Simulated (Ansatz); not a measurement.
**CH6MoN2O2: a ladder of functionals and wavefunction methods**

An exercise on one series of results from a longer session: the logs are not shown, and one member is left open.

The runs use Ansatz 0.2.0, Gaussian basis; functionals in def2-TZVPP, the program's frozen cores in correlated methods.

Levels to be run: LDA (SPW92), PBE-D4, revPBE-D4, BLYP-D4, r2SCAN-D4, B97M-V, PBE0-D4, B3LYP-D4, r2SCANh-D4, r2SCAN0-D4, HSE06-D4, BHLYP-D4, CAM-B3LYP-D4, LC-ωPBE, ωB97X-V, ωB97M-V, B2PLYP, PBE-QIDH; CCSD(T)/def2-SVP; MP2/def2-TZVPP; MP2/def2-QZVPP; RPA on PBE.

1 further run of the same task is left out (for a known fault of the program). Runs told in other sessions of the task aren't counted.

### The geometry

All runs share one geometry, relaxed beforehand with PBE0-D4 in a triple-zeta def2 set. Mo takes the def2 core potential; no spin-orbit term is included.

SMILES `C[N]=[Mo]([NH2])(=[O])[OH]`, 12 atoms, charge 0, spin multiplicity 1.

Atoms are counted from 1 here; the program's logs count them from 0.

Bond lengths: C1–N2 1.420 Å, C1–H7 1.096 Å, C1–H8 1.095 Å, C1–H9 1.095 Å, N2–Mo3 1.728 Å, Mo3–N4 1.937 Å, Mo3–O5 1.686 Å, Mo3–O6 1.895 Å, N4–H10 1.007 Å, N4–H11 1.010 Å, O6–H12 0.959 Å. Angles: N2–C1–H7 111.9°, N2–C1–H8 109.8°, N2–C1–H9 110.2°, H7–C1–H8 108.6°, H7–C1–H9 108.8°, H8–C1–H9 107.5°, C1–N2–Mo3 151.0°, N2–Mo3–N4 104.9°, N2–Mo3–O5 110.7°, N2–Mo3–O6 109.5°, N4–Mo3–O5 110.5°, N4–Mo3–O6 111.4°, O5–Mo3–O6 109.8°, Mo3–N4–H10 125.1°, Mo3–N4–H11 121.9°, H10–N4–H11 111.4°, Mo3–O6–H12 121.9°.

Set-up of the first run:

in.yaml

```yaml
crystal:
  periodic: [false, false, false]
  atoms:
    - {symbol: C, position_ang: [0.002585, -2.003073, -0.772487]}
    - {symbol: N, position_ang: [0.253113, -0.707009, -0.248256]}
    - {symbol: Mo, position_ang: [-0.149728, 0.966649, -0.097783]}
    - {symbol: N, position_ang: [-0.463952, 1.234449, 1.795000]}
    - {symbol: O, position_ang: [-1.538655, 1.325757, -0.983068]}
    - {symbol: O, position_ang: [1.296847, 2.022838, -0.715805]}
    - {symbol: H, position_ang: [-0.889298, -2.021678, -1.408611]}
    - {symbol: H, position_ang: [-0.139970, -2.713523, 0.048954]}
    - {symbol: H, position_ang: [0.861308, -2.346446, -1.359064]}
    - {symbol: H, position_ang: [-0.265789, 0.559928, 2.515909]}
    - {symbol: H, position_ang: [-1.053535, 1.978672, 2.137977]}
    - {symbol: H, position_ang: [2.164173, 1.648236, -0.878765]}
basis:
  gaussian: {orbitals: def2-TZVPP}
hamiltonian: {xc: lda}
output: {orbitals: {seedname: orbitals}}
```

Launch:

```bash
$ ansatz run in.yaml --threads 4 --pin off --events-out ev --progress --plain --max-ram 11315MiB
```

Steps of the session up to this table: LDA; PBE-D4 (GGA); revPBE-D4 (GGA); BLYP-D4 (GGA); r2SCAN-D4 (meta-GGA); B97M-V (meta-GGA); PBE0-D4 (hybrid); B3LYP-D4 (hybrid); r2SCANh-D4 (hybrid); r2SCAN0-D4 (hybrid); HSE06-D4 (hybrid); BHLYP-D4 (hybrid); CAM-B3LYP-D4 (range-separated); LC-ωPBE (range-separated); ωB97X-V (range-separated); ωB97M-V (range-separated); B2PLYP (double hybrid); PBE-QIDH (double hybrid).

One table of the session follows, with a row left open; its other results are not shown here.

It belongs to the step «Orbital energies across the functionals». 

| functional | HOMO (eV) | gap (eV) |
| --- | --- | --- |
| LDA (SPW92) | -6.22 | 4.05 |
| PBE-D4 | -6.04 | 4.06 |
| revPBE-D4 | -5.97 | 4.06 |
| BLYP-D4 | -5.94 | 4.04 |
| r2SCAN-D4 | -6.32 | 4.41 |
| B97M-V | -6.39 | 4.53 |
| PBE0-D4 | -7.40 | 6.19 |
| B3LYP-D4 | -7.19 | 5.75 |
| r2SCANh-D4 | -6.83 | 5.21 |
| r2SCAN0-D4 | ? | ? |
| HSE06-D4 | -7.00 | 5.41 |
| BHLYP-D4 | -8.70 | 8.39 |
| CAM-B3LYP-D4 | -8.79 | 8.65 |
| LC-ωPBE | -10.09 | 11.08 |
| ωB97X-V | -9.75 | 10.68 |
| ωB97M-V | -9.68 | 10.55 |

Q: Estimate the row for r2SCAN0-D4 from the others.

Worked estimate for «HOMO (eV)». Against the share of exact exchange, r2SCAN-D4 (0, -6.32), r2SCANh-D4 (0.1, -6.83) give a slope of -5.10 per unit share; at 0.25 the line stands at -7.59.

The run gave: HOMO (eV): -7.60; gap (eV): 6.44. In «HOMO (eV)» the line misses by +0.01.
